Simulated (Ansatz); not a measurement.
# C₂H₁₀GeN₂: up Jacob's ladder to CCSD(T)

One table from this session's results is given with a row withheld; the runs are named, their logs left out.

Program: Ansatz 0.2.0, Gaussian basis. Level of theory: functionals in def2-TZVPP, the program's frozen cores in correlated methods. These are calculated values, not measurements.

Plan: LDA (SPW92), PBE-D4, revPBE-D4, BLYP-D4, r2SCAN-D4, B97M-V, PBE0-D4, B3LYP-D4, r2SCANh-D4, r2SCAN0-D4, HSE06-D4, BHLYP-D4, CAM-B3LYP-D4, LC-ωPBE, ωB97X-V, ωB97M-V, B2PLYP, PBE-QIDH; CCSD(T)/def2-SVP; MP2/def2-TZVPP; MP2/def2-QZVPP; RPA on PBE.

### Structure used throughout

All runs share one geometry, relaxed beforehand with PBE0-D4 in a triple-zeta def2 set.

SMILES `[CH3][Ge]([CH3])([NH2])[NH2]`, 15 atoms, charge 0, spin multiplicity 1.

Atoms are counted from 1 here; the program's logs count them from 0.

Bond lengths: C1–Ge2 1.954 Å, C1–H6 1.092 Å, C1–H7 1.092 Å, C1–H8 1.091 Å, Ge2–C3 1.954 Å, Ge2–N4 1.840 Å, Ge2–N5 1.840 Å, C3–H9 1.092 Å, C3–H10 1.092 Å, C3–H11 1.091 Å, N4–H12 1.010 Å, N4–H13 1.010 Å, N5–H14 1.010 Å, N5–H15 1.010 Å. Angles: Ge2–C1–H6 110.5°, Ge2–C1–H7 110.9°, Ge2–C1–H8 110.0°, H6–C1–H7 108.2°, H6–C1–H8 108.7°, H7–C1–H8 108.5°, C1–Ge2–C3 111.1°, C1–Ge2–N4 105.8°, C1–Ge2–N5 115.9°, C3–Ge2–N4 115.9°, C3–Ge2–N5 105.8°, N4–Ge2–N5 102.3°, Ge2–C3–H9 110.5°, Ge2–C3–H10 110.9°, Ge2–C3–H11 110.0°, H9–C3–H10 108.2°, H9–C3–H11 108.7°, H10–C3–H11 108.5° and more.

Set-up of the first run:

File in.yaml:

```yaml
crystal:
  periodic: [false, false, false]
  atoms:
    - {symbol: C, position_ang: [-1.763699, -0.557538, 0.159543]}
    - {symbol: Ge, position_ang: [0.041236, 0.178387, 0.024486]}
    - {symbol: C, position_ang: [1.344508, -1.221349, -0.375318]}
    - {symbol: N, position_ang: [0.318540, 1.114175, 1.583906]}
    - {symbol: N, position_ang: [0.287990, 1.473677, -1.258376]}
    - {symbol: H, position_ang: [-2.044176, -1.054739, -0.770822]}
    - {symbol: H, position_ang: [-1.826603, -1.288444, 0.968979]}
    - {symbol: H, position_ang: [-2.478289, 0.242575, 0.358514]}
    - {symbol: H, position_ang: [1.327707, -1.991231, 0.398280]}
    - {symbol: H, position_ang: [1.123855, -1.696536, -1.333900]}
    - {symbol: H, position_ang: [2.347305, -0.794085, -0.422776]}
    - {symbol: H, position_ang: [0.108943, 0.613236, 2.435393]}
    - {symbol: H, position_ang: [1.235623, 1.530812, 1.663967]}
    - {symbol: H, position_ang: [-0.347380, 2.256386, -1.189742]}
    - {symbol: H, position_ang: [0.302440, 1.143973, -2.212834]}
basis:
  gaussian: {orbitals: def2-TZVPP}
hamiltonian: {xc: lda}
output: {orbitals: {seedname: orbitals}}
```

Launch:

```
$ ansatz run in.yaml --threads 4 --pin off --events-out ev --progress --plain --max-ram 11315MiB
```

Steps of the session up to this table: LDA; PBE-D4 (GGA); revPBE-D4 (GGA); BLYP-D4 (GGA); r2SCAN-D4 (meta-GGA); B97M-V (meta-GGA); B3LYP-D4 (hybrid); r2SCANh-D4 (hybrid); r2SCAN0-D4 (hybrid); HSE06-D4 (hybrid); BHLYP-D4 (hybrid); CAM-B3LYP-D4 (range-separated); LC-ωPBE (range-separated); ωB97X-V (range-separated); ωB97M-V (range-separated); B2PLYP (double hybrid); PBE-QIDH (double hybrid).

One table of the session follows, with a row left open; its other results are not shown here.

It belongs to the step «Frontier levels by functional». 

| functional | HOMO (eV) | LUMO (eV) | gap (eV) |
| --- | --- | --- | --- |
| LDA (SPW92) | -5.66 | -0.23 | 5.43 |
| PBE-D4 | -5.50 | -0.11 | 5.39 |
| revPBE-D4 | -5.43 | -0.03 | 5.40 |
| BLYP-D4 | ? | ? | ? |
| r2SCAN-D4 | -5.80 | 0.61 | 6.41 |
| B97M-V | -5.90 | 0.02 | 5.91 |
| PBE0-D4 | -6.94 | 0.68 | 7.62 |
| B3LYP-D4 | -6.69 | 0.33 | 7.02 |
| r2SCANh-D4 | -6.34 | 0.84 | 7.18 |
| r2SCAN0-D4 | -7.15 | 1.15 | 8.31 |
| HSE06-D4 | -6.53 | 0.31 | 6.85 |
| BHLYP-D4 | -8.26 | 1.24 | 9.49 |
| CAM-B3LYP-D4 | -8.35 | 1.40 | 9.75 |
| LC-ωPBE | -9.72 | 2.73 | 12.44 |
| ωB97X-V | -9.37 | 2.48 | 11.85 |
| ωB97M-V | -9.27 | 2.03 | 11.31 |

Q: Estimate the row for BLYP-D4 from the others.

Worked estimate for «HOMO (eV)». Against the share of exact exchange, B3LYP-D4 (0.2, -6.69), BHLYP-D4 (0.5, -8.26) give a slope of -5.23 per unit share; at 0 the line stands at -5.64.

**Answer.** HOMO (eV): -5.38; LUMO (eV): -0.14; gap (eV): 5.24. In «HOMO (eV)» the line misses by -0.26.
